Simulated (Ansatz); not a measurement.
What does this script print? It uses Ansatz's Python interface.

Contents of `sno2.vasp`:
```text
SnO2
1.0
   3.23057562    0.00000000    0.00000000
  -1.61528781    2.79776055    0.00000000
   0.00000000    0.00000000   10.79056200
Sn O
2 4
Direct
   0.00000000    0.00000000    0.50000000
   0.00000000    0.00000000    0.00000000
   0.66666667    0.33333333    0.40586200
   0.66666667    0.33333333    0.09413800
   0.33333333    0.66666667    0.59413800
   0.33333333    0.66666667    0.90586200
```

Script `mass.py`:
```python
"""Effective masses of SnO2 by finite differences."""

import ansatz
from ase.io import read
import numpy as np

FUNCTIONAL = "lda"
KSPACING = 0.4
OCCUPATIONS = "fixed"


def main() -> None:
    atoms = read("sno2.vasp", format="vasp")
    cell = ansatz.Crystal.from_ase(atoms)

    calc = (
        cell.calculation()
        .functional(FUNCTIONAL)
        .kpoints(spacing=KSPACING)
        .occupations(OCCUPATIONS)
    )
    # find the band extrema among the mesh points first
    res = calc.band_table().run(threads=1, pin="off")
    report = res.report
    levels = np.array(report["eigenvalues_ev"])
    filled = round(report["n_electrons"] / 2)
    edges = {"top filled band": (filled - 1, levels[:, filled - 1].argmax()), "lowest empty band": (filled, levels[:, filled].argmin())}
    gap = levels[:, filled].min() - levels[:, filled - 1].max()
    print(f"gap on the mesh {gap:.3f} eV")
    if gap <= 0.05:
        print("no gap: band-edge masses have no meaning here")
        edges = {}
    reciprocal = 2 * np.pi * np.linalg.inv(res.lattice.cell_ang).T
    step = 0.02  # 1/A

    # second differences give the curvature tensor; masses are hbar^2/m_e = 7.61996 eV A^2 over its eigenvalues
    pairs = [(0, 1), (0, 2), (1, 2)]
    moves = [sign * axis for axis in np.eye(3) for sign in (-1, 1)]
    moves += [s1 * np.eye(3)[i] + s2 * np.eye(3)[j] for i, j in pairs for s1 in (1, -1) for s2 in (1, -1)]
    for name, (band, index) in edges.items():
        together = int(np.sum(np.abs(levels[index] - levels[index, band]) < 2e-3))
        print(name, "at k =", np.round(report["kpoints_frac"][index], 4), f"E = {levels[index, band]:.4f} eV, degeneracy {together}")
        centre = np.array(report["kpoints_frac"][index]) @ reciprocal
        points = [centre] + [centre + step * move for move in moves]
        table = calc.band_structure(points, intervals=1, cartesian=True).run(threads=1, pin="off").band_structure().channels[0].eigenvalues_ev
        if together > 1:
            level = np.flatnonzero(np.abs(levels[index] - levels[index, band]) < 2e-3)
            along = (table[1, level] + table[2, level] - 2 * table[0, level]) / step ** 2
            print("  degenerate level, no single mass tensor; masses of its branches along x:", np.round(7.61996 / along, 3), "m_e")
            continue
        e = table[:, band]
        hessian = np.diag((e[1:7:2] + e[2:7:2] - 2 * e[0]) / step ** 2)
        for (i, j), (pp, pm, mp, mm) in zip(pairs, e[7:].reshape(3, 4)):
            hessian[i, j] = hessian[j, i] = (pp - pm - mp + mm) / (4 * step ** 2)
        curvatures, axes = np.linalg.eigh(hessian)
        slope = (e[2:7:2] - e[1:7:2]) / (2 * step)
        print("  slope (eV A):", np.round(slope, 3) + 0.0, "" if np.abs(slope).max() < 0.05 else "- no extremum here, so these are local curvatures and no band-edge masses")
        for curvature, axis in zip(curvatures, axes.T):
            print(f"  principal mass {7.61996 / curvature:8.3f} m_e along", np.round(axis, 2) + 0.0)


if __name__ == "__main__":
    main()
```

```console
$ python mass.py
DeckWarning: basis.ecutwfc = 420 eV, auto-derived from the records' recommended cutoffs: set by Sn (normal level)
gap on the mesh 1.976 eV
top filled band at k = [0.1667 0.3333 0.    ] E = 4.1899 eV, degeneracy 1
  slope (eV A): [ 0.13  -0.156  0.   ] - no extremum here, so these are local curvatures and no band-edge masses
  principal mass   -1.713 m_e along [0. 0. 1.]
  principal mass   -3.295 m_e along [0.85 0.52 0.  ]
  principal mass  -22.568 m_e along [-0.52  0.85  0.  ]
lowest empty band at k = [0. 0. 0.] E = 6.1658 eV, degeneracy 1
  slope (eV A): [0. 0. 0.]
  principal mass    0.630 m_e along [0. 0. 1.]
  principal mass    0.303 m_e along [0.25 0.97 0.  ]
  principal mass    0.303 m_e along [-0.97  0.25  0.  ]
```
(Warnings from the package without file and line.)

Total energies depend on the potentials; only differences at equal settings carry meaning. A total without «per atom» is that of the cell as typed. Semilocal gaps usually lie well under measured ones. The structure comes from a database of computed cells and needn't be a stable or known phase. Gaps and levels are Kohn-Sham values on a finite set of k-points, without spin-orbit coupling. The masses are finite-difference curvatures at extrema found on a coarse mesh, which needn't be the true band edges; a step that is long against the gap makes them too heavy. Negative values are curvatures of valence bands (the hole mass is their size). Spin-orbit coupling is left out, and light masses scale with the Kohn-Sham gap. Wall time of the script: 5.2 s on 1 thread of Intel(R) Xeon(R) 6975P-C (Granite Rapids), with other jobs on the host, peak memory 0.49 GiB.
